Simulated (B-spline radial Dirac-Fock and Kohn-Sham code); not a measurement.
**Inner shells of Ta²³⁺**

What does theory give for the Ta²³⁺ ion? The session works out its X-ray form factor and Compton profile and the binding energy of each subshell.

Program: B-spline radial Dirac-Fock and Kohn-Sham code, version 2. Model: a free atom or ion on a radial basis; each step names its model. All values are calculated, but those marked as tabulated.

## Step 1: The atom as given

The Ta²³⁺ ion, [Kr] 4d10 4f4.

| Item | Value |
| --- | --- |
| nuclear charge | 73 |
| electrons | 50 |
| mass number | 181 |
| nuclear rms radius | 5.3507 fm |

Outer shells as boxes (Hund's rule, for the drawing alone; heavy ions are jj-coupled, and the calculation averages over the configuration):

```
[Kr] core
4d [↑↓][↑↓][↑↓][↑↓][↑↓]
4f [↑ ][↑ ][↑ ][↑ ][  ][  ][  ]
```

## Step 2: Scattering by the electron cloud

Model: Dirac-Fock average of configuration, finite nucleus; form factor of the spherical density, Waller-Hartree incoherent function, impulse-approximation Compton profiles.

Recorded inputs:

```ini
task = scatter
Z = 73
charge = 23
configuration = 1s2 2s2 2p6 3s2 3p6 3d10 4s2 4p6 4d10 4f4
mass_number = 181
rms_radius = 5.3507  # fm
s = [0.0, 0.08, 0.09, 0.11, 0.14, 0.17, 0.21, 0.26, 0.32, 0.39, 0.48, 0.58, 0.72, 0.88, 1.08, 1.32, 1.62, 1.98, 2.43, 2.98, 3.65, 4.47, 5.48]  # 1/A
pz = [0, 0.1, 0.2, 0.3, 0.4, 0.5, 0.6, 0.8, 1.0, 1.2, 1.4, 1.6, 1.8, 2.0, 2.5, 3.0, 4.0, 5.0, 7.0, 10.0, 15.0, 20.0, 30.0, 40.0, 60.0, 100.0]  # a.u.
photon_energy = [1000, 2000, 5000, 8047.8, 17479.3, 20000, 100000, 200000]  # eV
```

Main fields of the result record, rounded:

```text
{
  "status": "converged",
  "form_factor [e]": [50.0, 49.701, 49.622, 49.437, 49.094, 48.673, 47.998, 46.983, 45.545, 43.615, 40.847, 37.568, 32.975, 28.192, 23.386, 19.402, 16.356, 13.947, 11.368, 8.6251, 6.3991, 5.0559, 4.1871],
  "incoherent": [3.0109e-13, 0.23317, 0.29453, 0.43794, 0.70328, 1.026, 1.539, 2.2985, 3.3538, 4.7324, 6.6442, 8.8294, 11.812, 14.969, 18.518, 22.285, 26.297, 30.096, 33.585, 36.666, 39.422, 41.89, 44.057],
  "compton_total [1/a.u.]": [2.9913, 2.9908, 2.9894, 2.9869, 2.9835, 2.9792, 2.9738, 2.96, 2.9422, 2.9202, 2.894, 2.8634, 2.8283, 2.7887, 2.6698, 2.5237, 2.1694, 1.7884, 1.1757, 0.71111, 0.37113, 0.20671, 0.077575, 0.035501, 0.011029, 0.0021403],
  "shells": ["1s1/2", "2s1/2", "2p1/2", "2p3/2", "3s1/2", "3p1/2", "3p3/2", "3d3/2", "3d5/2", "4s1/2", "4p1/2", "4p3/2", "4d3/2", "4d5/2", "4f5/2", "4f7/2"],
  "occupation": [2.0, 2.0, 2.0, 4.0, 2.0, 2.0, 4.0, 4.0, 6.0, 2.0, 2.0, 4.0, 4.0, 6.0, 1.7143, 2.2857],
  "mean_momentum [a.u.]": [75.48, 26.951, 35.576, 31.61, 13.629, 16.265, 15.094, 18.132, 17.718, 7.3709, 8.2823, 7.8429, 8.7445, 8.5895, 9.2714, 9.2036],
  "r2 [bohr^2]": 6.3674,
  "r_inverse [1/bohr]": 508.23,
  "r1 [bohr]": 14.413,
  "coherent [b]": [1653.0, 1623.4, 1440.8, 1185.8, 601.89, 517.68, 50.124, 14.737],
  "incoherent_cross_section [b]": [0.078574, 0.30771, 1.7075, 3.6906, 9.3559, 10.563, 19.765, 18.412],
  "radial_jk": {
    "4f": {"j0": [1.0, 0.98788, 0.98469, 0.97721, 0.96335, 0.94644, 0.91943, 0.87917, 0.82274, 0.74828, 0.64413, 0.5251, 0.36739, 0.2168, 0.084833, 2.1841e-05, -0.034367, -0.031894, -0.016754, -0.0051468, -0.00043508, 0.00042729, 0.0002616], "j2": [0.0, 0.0048343, 0.0061042, 0.0090691, 0.014542, 0.021173, 0.031651, 0.047008, 0.067971, 0.094534, 0.1293, 0.16489, 0.20288, 0.22396, 0.21838, 0.1814, 0.12199, 0.064074, 0.023277, 0.0042116, -0.001023, -0.0011256, -0.00047776], "j4": [0.0, 9.38e-06, 1.4991e-05, 3.3279e-05, 8.6467e-05, 0.00018572, 0.00042398, 0.00096638, 0.0021204, 0.0043914, 0.0091349, 0.017101, 0.032729, 0.054705, 0.082094, 0.10542, 0.11348, 0.099687, 0.069965, 0.038921, 0.01707, 0.0058368, 0.0015225], "j6": [0.0, 1.2127e-08, 2.4529e-08, 8.1325e-08, 3.4217e-07, 1.0832e-06, 3.7711e-06, 1.3162e-05, 4.3683e-05, 0.00013409, 0.0004211, 0.0011458, 0.0033528, 0.0082799, 0.018406, 0.034481, 0.05404, 0.067914, 0.068233, 0.054435, 0.03479, 0.017953, 0.0075464], "r2": 0.25847, "r4": 0.1116, "r6": 0.072927}
  }
}
```

The scattering functions against s = sin θ / λ:

| s (1/Å) | f (e) | f / N | S(s) |
| --- | --- | --- | --- |
| 0 | 50.00 | 1.000 | 0 |
| 0.0900 | 49.62 | 0.992 | 0.2945 |
| 0.140 | 49.09 | 0.982 | 0.7033 |
| 0.210 | 48.00 | 0.960 | 1.539 |
| 0.320 | 45.55 | 0.911 | 3.354 |
| 0.480 | 40.85 | 0.817 | 6.644 |
| 0.720 | 32.97 | 0.659 | 11.81 |
| 1.08 | 23.39 | 0.468 | 18.52 |
| 1.62 | 16.36 | 0.327 | 26.30 |
| 2.43 | 11.37 | 0.227 | 33.58 |
| 3.65 | 6.399 | 0.128 | 39.42 |
| 5.48 | 4.187 | 0.084 | 44.06 |

## Step 3: Binding energies

Model: Dirac-Fock average of configuration, Delta-SCF, finite nucleus, first-order Breit with its frequency dependence, self-energy and vacuum polarisation.

The run's settings:

```ini
task = binding
```

Main fields of the result record, rounded:

```text
{
  "status": "converged",
  "shells": ["K", "L1", "L2", "L3", "M1", "M2", "M3", "M4", "M5", "N1", "N2", "N3", "N4", "N5", "N6,7"],
  "total_energy_parts [Ha]": [-15397.4808, 18.2873775, -1.933971, -0.311437753, 13.2882123, -2.36058737],
  "koopmans [eV]": [68530.1, 12483.3, 11934.6, 10662.5, 3457.52, 3214.93, 2935.73, 2532.29, 2472.31, 1243.25, 1139.81, 1067.43, 894.891, 880.561, 677.55],
  "dirac_coulomb [eV]": [68459.6, 12448.2, 11895.0, 10625.9, 3444.15, 3200.64, 2922.71, 2516.91, 2457.42, 1240.58, 1137.11, 1065.1, 892.504, 878.31, 675.17],
  "gaunt [eV]": [-241.063, -26.4361, -45.4738, -31.4519, -4.86589, -8.51154, -5.65503, -3.65491, -2.49669, -1.23135, -2.09042, -1.35044, -0.745368, -0.466436, 0.0579066],
  "retardation [eV]": [18.098, 2.21411, 4.95509, 4.9469, 0.396033, 0.904476, 0.9126, 0.350868, 0.342661, 0.12025, 0.243954, 0.242617, 0.0908356, 0.090052, 0.0016646],
  "breit_frequency [eV]": [3.78846, -0.326925, -0.0328133, 1.66841, -0.0877824, -0.0904116, 0.331468, -0.0395907, -0.00386942, -0.0233492, -0.02714, 0.0857654, -0.0109709, -0.00134655, -0.0071563],
  "self_energy [eV]": [-140.993, -20.1409, -0.0447211, -1.43998, -4.61952, -0.0977139, -0.356223, 0.339314, 0.174073, -1.22287, -0.0221276, -0.0898692, 0.0804303, 0.0409591, 0.0508001],
  "vacuum_polarisation [eV]": [26.3429, 3.52698, 0.136721, -0.130405, 0.786172, 0.032124, -0.0358093, -0.0387358, -0.0369364, 0.208615, 0.00877602, -0.00944736, -0.00934407, -0.00888707, -0.00594511],
  "binding [eV]": [68125.8, 12407.0, 11854.6, 10599.5, 3435.76, 3192.87, 2917.9, 2513.87, 2455.4, 1238.43, 1135.23, 1063.98, 891.909, 877.965, 675.267],
  "mean_radius [bohr]": [0.0186624, 0.0783084, 0.0649697, 0.0727741, 0.203492, 0.193739, 0.207914, 0.182341, 0.186708, 0.442418, 0.444629, 0.469891, 0.472709, 0.480806, 0.474758]
}
```

total_energy_parts: Dirac-Coulomb, Gaunt, retardation, frequency dependence, self-energy, vacuum polarisation. 

Each level as Koopmans' value plus corrections (eV):

| level | -ε | relaxation | Breit | QED | binding |
| --- | --- | --- | --- | --- | --- |
| K | 68530.1 | -70.46 | -219.18 | -114.65 | 68125.8 |
| L1 | 12483.3 | -35.09 | -24.55 | -16.61 | 12407.0 |
| L2 | 11934.6 | -39.59 | -40.55 | 0.09 | 11854.6 |
| L3 | 10662.5 | -36.58 | -24.84 | -1.57 | 10599.5 |
| M1 | 3457.5 | -13.37 | -4.56 | -3.83 | 3435.8 |
| M2 | 3214.9 | -14.30 | -7.70 | -0.07 | 3192.9 |
| M3 | 2935.7 | -13.02 | -4.41 | -0.39 | 2917.9 |
| M4 | 2532.3 | -15.39 | -3.34 | 0.30 | 2513.9 |
| M5 | 2472.3 | -14.90 | -2.16 | 0.14 | 2455.4 |
| N1 | 1243.2 | -2.67 | -1.13 | -1.01 | 1238.4 |
| N2 | 1139.8 | -2.69 | -1.87 | -0.01 | 1135.2 |
| N3 | 1067.4 | -2.32 | -1.02 | -0.10 | 1064.0 |
| N4 | 894.9 | -2.39 | -0.67 | 0.07 | 891.9 |
| N5 | 880.6 | -2.25 | -0.38 | 0.03 | 878.0 |
| N6,7 | 677.6 | -2.38 | 0.05 | 0.04 | 675.3 |

X-ray lines as differences of these levels:

| line | energy (eV) |
| --- | --- |
| Kβ2' (K-N3) | 67061.8 |
| Kβ2'' (K-N2) | 66990.5 |
| Kβ1 (K-M3) | 65207.9 |
| Kβ3 (K-M2) | 64932.9 |
| Kα1 (K-L3) | 57526.3 |
| Kα2 (K-L2) | 56271.2 |
| Lγ3 (L1-N3) | 11343.1 |
| Lγ2 (L1-N2) | 11271.8 |
| Lγ1 (L2-N4) | 10962.7 |
| Lγ5 (L2-N1) | 10616.1 |
| Lβ2 (L3-N5) | 9721.6 |
| Lβ15 (L3-N4) | 9707.6 |
| Lβ3 (L1-M3) | 9489.1 |
| Lβ6 (L3-N1) | 9361.1 |

## Step 4: Outcome

```
                             quantity         value
     rms radius of the electron cloud    0.357 bohr
                form factor halves at       1.0 1/Å
              Compton profile at zero  2.991 1/a.u.
         deepest level listed, K (1s)    68125.8 eV
               least bound, N6,7 (4f)      675.3 eV
                                  Kα1    57526.3 eV
ionisation energy, NIST (theoretical)    700.000 eV
```

What this shows: f falls from 50 to half of that at s = 1.0 1/Å. Incoherent scattering outweighs coherent from 200 keV on, among the energies asked. For K (1s), relaxation takes off 70.5 eV, Breit terms shift it by -219.18 and QED by -114.65 eV. NIST's ionisation energy differs by +24.73 eV from the least binding energy, within its stated uncertainty. The Hartree-Fock and Dirac-Fock values hold no electron correlation.
